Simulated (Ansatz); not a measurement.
# SrBi2Pb2: the cost of one run

Method: DFT PBE, scalar-relativistic, plane waves, PAW, in Ansatz 0.2.0.

1 further run of the same task is left out (it didn't finish).

### Step 1. The starting structure

The structure is trigonal, space group P-3m1 (No. 164). Conventional cell: a = 3.582 Å, b = 3.582 Å, c = 9.485 Å, α = 90.00°, β = 90.00°, γ = 120.00°. Sr (site symmetry -3m) has 6 N at 2.64 Å as nearest neighbours. Pb (site symmetry 3m) is surrounded by 3 N at 2.43 Å. N (site symmetry 3m) is surrounded by 3 Pb at 2.43 Å and 3 Sr at 2.64 Å.

Coordinates:

```
Sr Pb N
1.0
     3.58243    0.00000    0.00000
    -1.79121    3.10247    0.00000
     0.00000    0.00000    9.48496
Sr Pb N
1 2 2
Direct
  0.00000 0.00000 0.50000
  0.66667 0.33333 0.19386
  0.33333 0.66667 0.80614
  0.66667 0.33333 0.67233
  0.33333 0.66667 0.32767
```

The structure comes from the Materials Project (structure only).

### Step 2. One element swapped, cell strained: N → Bi, first probe

What differs from the listed cell: Bi takes all sites of N, and lengths are scaled by 1.147 as a first guess of the size; strain xx, yy, zz, yz, xz, xy = -3.4, -3.4, -3.4, +0.0, +0.0, +0.0 %.

input.yaml

```yaml
crystal:
  lattice:
    - [3.9707574575, 0.0, 0.0]
    - [-1.9853787288, 3.4387768305, 0.0]
    - [0.0, 0.0, 10.5131173876]
  atoms:
    - { symbol: Sr, position: [0.0, 0.0, 0.5] }
    - { symbol: Pb, position: [0.6666666667, 0.3333333333, 0.19386487] }
    - { symbol: Pb, position: [0.3333333333, 0.6666666667, 0.80613513] }
    - { symbol: Bi, position: [0.6666666667, 0.3333333333, 0.67232873] }
    - { symbol: Bi, position: [0.3333333333, 0.6666666667, 0.32767127] }
basis:
  ecutwfc: 420
kpoints:
  mp_grid: { grid: [6, 6, 2] }
hamiltonian:
  xc: pbe
scf:
  occupations: { method: gaussian, width: 0.1 }
output:
  forces: true
  stress: true
  eigenvalues: true
```

Run with:

```console
$ ansatz run input.yaml --threads 1 --pin off --max-ram 1331MiB --backend cpu --events-out ev --progress --plain --runs-dir out
```

**Question.** How long does this run take on 1 thread of an Arm CPU, shared host, and how much memory does it need?

About 10 s, with a peak of 0.42 GiB.
